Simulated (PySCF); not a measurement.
# CuF₃: ligand-field states, part 2 of 2

PySCF 2.14.0. Atoms count from 0.

## 5. Ligand-field states: state-averaged CASSCF (pyramidal angle at 105°)

Job settings and geometry (Å):

```
{"job": {"kind": "lf", "basis": {"metal": "x2c-TZVPall", "ligand": "x2c-SVPall"}, "nevpt": true, "reuse": true}, "charge": 0, "metal": "Cu", "open_shell": "d8"}
Cu     0.000000     0.000000     0.000000
F      1.603437     0.000000    -0.429640
F     -0.801718     1.388617    -0.429640
F     -0.801718    -1.388617    -0.429640
```

Level: state-averaged CASSCF of the metal d shell, SC-NEVPT2 on the averaged canonical orbitals, state-interaction spin-orbit coupling.

Standard output:

```text
basis functions 90, electrons 56, active (8e, 5o)
start from the orbitals of the previous structure
stage 1: DIIS on the effective Fock matrix, level shift 0.30
cycle   1  E = -1950.9084888859  dE = -1.951e+03  max|g| = 7.205e-01
cycle   2  E = -1951.0919422917  dE = -1.835e-01  max|g| = 2.329e-01
cycle   3  E = -1951.2082836676  dE = -1.163e-01  max|g| = 4.331e-01
cycle   4  E = -1951.2781333130  dE = -6.985e-02  max|g| = 7.329e-02
cycle   5  E = -1951.3085915160  dE = -3.046e-02  max|g| = 6.404e-02
cycle   6  E = -1951.3053868365  dE =  3.205e-03  max|g| = 1.445e-01
cycle   7  E = -1951.2652902926  dE =  4.010e-02  max|g| = 1.168e-01
cycle   8  E = -1951.3152058133  dE = -4.992e-02  max|g| = 1.180e-01
cycle   9  E = -1951.2764054047  dE =  3.880e-02  max|g| = 8.412e-02
cycle  10  E = -1951.1237585689  dE =  1.526e-01  max|g| = 3.005e-01
cycle  11  E = -1950.9820094161  dE =  1.417e-01  max|g| = 4.417e-01
cycle  12  E = -1950.8545838011  dE =  1.274e-01  max|g| = 5.465e-01
cycle  13  E = -1950.7557520982  dE =  9.883e-02  max|g| = 6.181e-01
cycle  14  E = -1950.6820468046  dE =  7.371e-02  max|g| = 6.713e-01
cycle  15  E = -1950.6491097736  dE =  3.294e-02  max|g| = 6.916e-01
stage 2: quasi-Newton rotations from the point of smallest gradient
cycle  17  E = -1951.3210424745  dE = -1.245e-02  max|g| = 2.645e-02
cycle  18  E = -1951.3221647905  dE = -1.122e-03  max|g| = 2.938e-02
cycle  19  E = -1951.3243354068  dE = -2.171e-03  max|g| = 3.767e-03
cycle  20  E = -1951.3243763246  dE = -4.092e-05  max|g| = 2.587e-03
cycle  21  E = -1951.3243851272  dE = -8.803e-06  max|g| = 7.157e-04
cycle  22  E = -1951.3243859624  dE = -8.352e-07  max|g| = 2.022e-04
cycle  23  E = -1951.3243860423  dE = -7.982e-08  max|g| = 8.747e-05
cycle  24  E = -1951.3243860505  dE = -8.254e-09  max|g| = 1.953e-05
cycle  25  E = -1951.3243860510  dE = -5.132e-10  max|g| = 4.902e-06
converged average energy = -1951.3243860510

 mult deg   label        CASSCF/cm-1   NEVPT2/cm-1
   3   1   3A2                 0.0           0.0
   3   1   3A1              5556.6        9787.2
   1   2   1E              14766.7       11106.3
   3   2   3E               6763.4       13563.0
   1   1   1A1             16157.6       14641.3
   3   1   3A2             10796.8       15552.9
   3   2   3E               9363.7       15718.4
   1   2   1E              22840.9       24876.7
   3   1   3A2             22536.8       27927.0
   1   1   1A1             28180.6       29153.7
   1   1   1A2             28138.2       29991.6
   1   2   1E              25227.0       30083.6
   3   2   3E              33749.0       42040.4
   1   2   1E              38436.7       45287.2
   1   2   1E              42579.7       52354.6
   1   1   1A1             43861.4       54359.3
   1   1   1A1             71115.5       69376.1

spin-orbit levels / cm-1
      0.00  x2  3A2 0.99
      4.59  x1  3A2 0.99
   9603.93  x2  3A1 0.84 1E 0.11
   9771.70  x1  3A1 0.96
  11235.67  x2  1E 0.84 3A1 0.13
  13171.32  x1  3E 0.88 1A1 0.06 3E 0.03
  13334.68  x2  3E 0.79 3E 0.18
  13344.88  x1  3E 0.93 3A1 0.03 3E 0.03
  13664.49  x2  3E 0.88 3E 0.10
  14280.44  x1  1A1 0.69 3A2 0.21 3E 0.06
  14891.92  x1  3E 0.54 3A2 0.37 1A1 0.06
  15390.32  x2  3A2 0.60 3E 0.29 3E 0.08
  15910.27  x1  3E 0.96 3E 0.04
  16276.18  x2  3E 0.78 3E 0.10 3A2 0.10
  16633.68  x2  3E 0.62 3A2 0.26 3E 0.10
  17259.77  x1  3E 0.40 3A2 0.40 1A1 0.19
  24959.34  x2  1E 0.94 3A2 0.05
  28031.72  x1  3A2 0.98
  28169.02  x2  3A2 0.93 1E 0.04
  29338.56  x1  1A1 0.98
  30152.59  x1  1A2 1.00
  30234.20  x2  1E 0.97
  41779.42  x2  3E 0.97
  42191.39  x1  3E 1.00
  42191.40  x1  3E 1.00
  42478.27  x1  3E 0.99
  42553.80  x1  3E 1.00
  45533.54  x2  1E 0.97
  52511.07  x2  1E 1.00
  54508.77  x1  1A1 1.00
```

It took 2.1 s on 1 thread of Arm Neoverse V2, shared host; peak memory 0.27 GiB.

Key values:

| quantity | value |
| --- | --- |
| spin-orbit constant ζ | 793 cm⁻¹ |

Powder susceptibility:

| T (K) | χT (cm³ K/mol) | μ(eff) |
| --- | --- | --- |
| 2 | 0.964 | 2.78 |
| 20 | 1.191 | 3.09 |
| 100 | 1.201 | 3.10 |
| 300 | 1.221 | 3.12 |

## 6. Ligand-field states: state-averaged CASSCF (pyramidal angle at 110°)

Job settings and geometry (Å):

```
{"job": {"kind": "lf", "basis": {"metal": "x2c-TZVPall", "ligand": "x2c-SVPall"}, "nevpt": true, "reuse": true}, "charge": 0, "metal": "Cu", "open_shell": "d8"}
Cu     0.000000     0.000000     0.000000
F      1.559890     0.000000    -0.567753
F     -0.779945     1.350904    -0.567753
F     -0.779945    -1.350904    -0.567753
```

Method: state-averaged CASSCF of the metal d shell, SC-NEVPT2 on the averaged canonical orbitals, state-interaction spin-orbit coupling.

Standard output:

```text
basis functions 90, electrons 56, active (8e, 5o)
start from the orbitals of the previous structure
stage 1: DIIS on the effective Fock matrix, level shift 0.30
cycle   1  E = -1950.8882255611  dE = -1.951e+03  max|g| = 7.452e-01
cycle   2  E = -1951.2152257598  dE = -3.270e-01  max|g| = 2.116e-01
cycle   3  E = -1951.2715446030  dE = -5.632e-02  max|g| = 2.280e-01
cycle   4  E = -1951.2592294771  dE =  1.232e-02  max|g| = 7.700e-02
cycle   5  E = -1951.2986005987  dE = -3.937e-02  max|g| = 4.655e-02
cycle   6  E = -1951.2964868795  dE =  2.114e-03  max|g| = 5.234e-02
cycle   7  E = -1951.2794800176  dE =  1.701e-02  max|g| = 4.212e-02
cycle   8  E = -1951.2599045400  dE =  1.958e-02  max|g| = 5.445e-02
cycle   9  E = -1951.2188672059  dE =  4.104e-02  max|g| = 1.421e-01
cycle  10  E = -1951.1797531917  dE =  3.911e-02  max|g| = 2.063e-01
cycle  11  E = -1951.0970242450  dE =  8.273e-02  max|g| = 2.939e-01
cycle  12  E = -1950.9762047913  dE =  1.208e-01  max|g| = 4.158e-01
cycle  13  E = -1950.8735554905  dE =  1.026e-01  max|g| = 5.053e-01
cycle  14  E = -1950.7912165881  dE =  8.234e-02  max|g| = 5.747e-01
cycle  15  E = -1950.6600198896  dE =  1.312e-01  max|g| = 7.258e-01
stage 2: quasi-Newton rotations from the point of smallest gradient
cycle  17  E = -1951.3044777775  dE = -2.500e-02  max|g| = 6.472e-02
cycle  19  E = -1951.3085253753  dE = -4.048e-03  max|g| = 2.467e-02
cycle  20  E = -1951.3099498637  dE = -1.424e-03  max|g| = 8.360e-03
cycle  21  E = -1951.3100885259  dE = -1.387e-04  max|g| = 2.025e-03
cycle  22  E = -1951.3101024229  dE = -1.390e-05  max|g| = 9.146e-04
cycle  23  E = -1951.3101032403  dE = -8.174e-07  max|g| = 2.960e-04
cycle  24  E = -1951.3101033813  dE = -1.411e-07  max|g| = 9.837e-05
cycle  25  E = -1951.3101033918  dE = -1.049e-08  max|g| = 3.644e-05
cycle  26  E = -1951.3101033931  dE = -1.275e-09  max|g| = 1.151e-05
cycle  27  E = -1951.3101033932  dE = -9.140e-11  max|g| = 3.238e-06
converged average energy = -1951.3101033932

 mult deg   label        CASSCF/cm-1   NEVPT2/cm-1
   3   1   3A2                 0.0           0.0
   3   1   3A1              6692.1       11351.1
   1   2   1E              15419.6       11991.8
   3   2   3E               7895.8       14563.4
   1   1   1A1             18128.6       17307.0
   3   2   3E              11126.3       18165.8
   3   1   3A2             14095.8       20813.4
   3   1   3A2             22692.5       27192.5
   1   2   1E              24724.2       27657.7
   1   1   1A1             28716.4       29398.1
   1   2   1E              26757.7       31268.3
   1   1   1A2             29157.2       31279.1
   3   2   3E              34020.7       42262.0
   1   2   1E              38624.7       45708.7
   1   2   1E              42982.0       52826.8
   1   1   1A1             44197.3       54609.1
   1   1   1A1             71589.3       69934.7

spin-orbit levels / cm-1
      0.00  x2  3A2 0.99
     10.15  x1  3A2 0.99
  11071.27  x2  3A1 0.70 1E 0.26 3E 0.03
  11331.61  x1  3A1 0.96
  12203.57  x2  1E 0.69 3A1 0.28
  14422.01  x1  3E 0.96
  14497.66  x2  3E 0.87 3E 0.09
  14537.36  x1  3E 0.95 3A1 0.03
  14648.64  x2  3E 0.96 3E 0.03
  17048.50  x1  1A1 0.76 3E 0.22
  17942.97  x1  3E 0.66 3A2 0.16 1A1 0.15
  18149.60  x1  3E 0.97
  18325.80  x2  3E 0.90 3A2 0.05 3E 0.04
  18803.04  x2  3E 0.91 3E 0.07
  21102.43  x2  3A2 0.93 3E 0.05
  21492.60  x1  3A2 0.83 3E 0.09 1A1 0.07
  27046.48  x2  3A2 0.77 1E 0.22
  27303.36  x1  3A2 0.99
  28064.23  x2  1E 0.77 3A2 0.21
  29580.61  x1  1A1 0.99
  31430.80  x1  1A2 1.00
  31436.11  x2  1E 0.98
  42026.09  x2  3E 0.97
  42404.98  x2  3E 1.00
  42682.57  x1  3E 0.99
  42752.43  x1  3E 1.00
  45930.08  x2  1E 0.98
  52973.26  x2  1E 1.00
  54748.03  x1  1A1 1.00
  70175.94  x1  1A1 1.00
```

Wall time 2.2 s (1 thread of Arm Neoverse V2, shared host); peak memory 0.27 GiB.

From this job:

| quantity | value |
| --- | --- |
| spin-orbit constant ζ | 790 cm⁻¹ |

Powder susceptibility:

| T (K) | χT (cm³ K/mol) | μ(eff) |
| --- | --- | --- |
| 2 | 0.788 | 2.51 |
| 20 | 1.158 | 3.04 |
| 100 | 1.185 | 3.08 |
| 300 | 1.204 | 3.10 |

## 7. Ligand field across the series

From the NEVPT2 states (cm⁻¹; the spread is that of the fitted one-electron ligand-field levels):

| step | setting | ground state | next state | orbital spread | Racah B | ζ | μ(eff), 300 K |
| --- | --- | --- | --- | --- | --- | --- | --- |
| 2 | as given | 3A2' | 3A2'' at 6883 | 19507 | 1340 | 797 | 2.99 |
| 3 | pyramidal angle at 95 | 3A2 | 3A1 at 6671 | 19013 | 1371 | 796 | 3.15 |
| 4 | pyramidal angle at 100 | 3A2 | 3A1 at 8188 | 18329 | 1364 | 795 | 3.15 |
| 5 | pyramidal angle at 105 | 3A2 | 3A1 at 9787 | 17531 | 1344 | 793 | 3.12 |
| 6 | pyramidal angle at 110 | 3A2 | 3A1 at 11351 | 16909 | 1307 | 790 | 3.10 |

## 8. What came out

This closing draws on all 2 parts.

```
                                                         quantity       value
            spin-orbit constant ζ (step 2, state-averaged CASSCF)    797 cm⁻¹
ground multiplicity, μ(eff) at 300 K (step 2, 3 donors at 1.66 Å)  3, 2.99 μB
ground multiplicity, μ(eff) at 300 K (step 3, 3 donors at 1.66 Å)  3, 3.15 μB
ground multiplicity, μ(eff) at 300 K (step 4, 3 donors at 1.66 Å)  3, 3.15 μB
ground multiplicity, μ(eff) at 300 K (step 5, 3 donors at 1.66 Å)  3, 3.12 μB
ground multiplicity, μ(eff) at 300 K (step 6, 3 donors at 1.66 Å)  3, 3.10 μB
```

**Reading.** In step 2, χT goes from 0.02 at 2 K to 1.12 cm³ K/mol at 300 K, as higher levels fill or mix in. The spread of the ligand-field levels runs from 16909 cm⁻¹ (pyramidal angle at 110) to 19507 cm⁻¹ (as given); μ(eff) at 300 K: 2.99 to 3.15 μB.
